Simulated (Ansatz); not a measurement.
# GaH₃S: a rigid scan of the bond length Ga2–H4

An exercise on one series of results from a longer session: the logs are not shown, and one member is left open.

Program: Ansatz 0.2.0, Gaussian basis. Level of theory: single points in def2-TZVPP. These are calculated values, not measurements.

Levels: PBE-D4, r2SCAN-D4, PBE0-D4, B3LYP-D4, wB97M-V, Hartree-Fock, MP2, CCSD, CCSD(T). The scan takes 1.278, 1.344, 1.440, 1.553, 1.677, 1.811, 1.954, 2.104, 2.260 Å.

Cores are frozen in the correlated methods. Filled d shells of the heavier atoms are correlated. B3LYP uses VWN-RPA correlation.

37 further runs of the same task are left out: 37 set aside as unsound or not needed.

## The starting structure

The minimum, relaxed at PBE0-D4: SMILES `[SH][GaH2]`, 5 atoms, charge 0, spin multiplicity 1.

Atoms are counted from 1 here; the program's logs count them from 0.

Bond lengths: S1–Ga2 2.199 Å, S1–H3 1.343 Å, Ga2–H4 1.559 Å, Ga2–H5 1.560 Å. Angles: Ga2–S1–H3 95.0°, S1–Ga2–H4 115.2°, S1–Ga2–H5 118.1°, H4–Ga2–H5 126.7°.

Geometry (Å):

```
atom    x (Å)    y (Å)    z (Å)
  S1   0.0390  -1.4533   0.6844
 Ga2  -0.3293   0.4332  -0.3834
  H3   1.2638  -1.1084   1.1133
  H4  -1.7112   0.5325  -1.0979
  H5   0.7875   1.5224  -0.3578
```

Energies of the minimum (eV), from earlier single points: PBE-D4 -63250.56479, r2SCAN-D4 -63262.24005, PBE0-D4 -63252.59720, B3LYP-D4 -63265.41640, wB97M-V -63259.55692, CCSD(T) -63212.57820.

At the minimum the bond length Ga2–H4 is 1.559 Å.

Set-up of the first run:

The input, ccsdt-tzvpp/in.yaml:

```yaml
crystal:
  periodic: [false, false, false]
  atoms:
    - {symbol: S, position_ang: [0.039028, -1.453292, 0.684428]}
    - {symbol: Ga, position_ang: [-0.329273, 0.433183, -0.383447]}
    - {symbol: H, position_ang: [1.263831, -1.108351, 1.113276]}
    - {symbol: H, position_ang: [-1.462218, 0.514591, -0.969186]}
    - {symbol: H, position_ang: [0.787487, 1.522382, -0.357758]}
basis:
  gaussian: {orbitals: def2-TZVPP}
correlation: {method: ccsd_t}
```

No record of the launch command was kept for these runs.

Among the steps run: Ga2–H4 = 1.278 Å; Ga2–H4 = 1.344 Å; Ga2–H4 = 1.440 Å; Ga2–H4 = 1.553 Å; Ga2–H4 = 1.677 Å; Ga2–H4 = 1.811 Å; Ga2–H4 = 1.954 Å; Ga2–H4 = 2.104 Å; Ga2–H4 = 2.260 Å.

One table of the session follows, with a row left open; its other results are not shown here.

It belongs to the step «The curves». Energies less that of the minimum at the same level (kcal/mol):

```
bond length (Å)  PBE-D4  PBE0-D4  B3LYP-D4  wB97M-V  Hartree-Fock
          1.278    20.2     20.0      19.9     19.3          22.3
          1.344    10.8     10.5      10.4      9.9          12.0
          1.440     3.0      2.7       2.7      2.4           3.4
          1.553     0.0      0.0       0.0      0.0           0.0
1.559 (minimum)     0.0      0.0       0.0      0.0           0.0
          1.677     1.7      2.1       2.0      2.4           1.9
          1.811     6.9      7.8       7.6      8.5           7.8
          1.954    14.5     16.1      15.5     17.2          16.6
          2.104       ?        ?         ?        ?             ?
          2.260    33.0     36.3      35.1     38.2          38.8
```

**Question.** Estimate the row for bond length (Å) = 2.104.

Worked estimate for «PBE-D4». A straight line through the neighbours (1.954, 14.5) and (2.260, 33.0) gives 14.5 + (33.0 − 14.5) × (2.104 − 1.954) / (2.260 − 1.954) = 23.6; a parabola fitted to 3 rows on both sides gives 23.2.

The run gave: PBE-D4: 23.5; PBE0-D4: 25.8; B3LYP-D4: 25.0; wB97M-V: 27.4; Hartree-Fock: 27.3. In «PBE-D4» the line misses by +0.1 and the parabola by -0.3.

To keep in mind: A polynomial through the near points puts the CCSD(T) minimum 0.008 Å below the PBE0-D4 value.
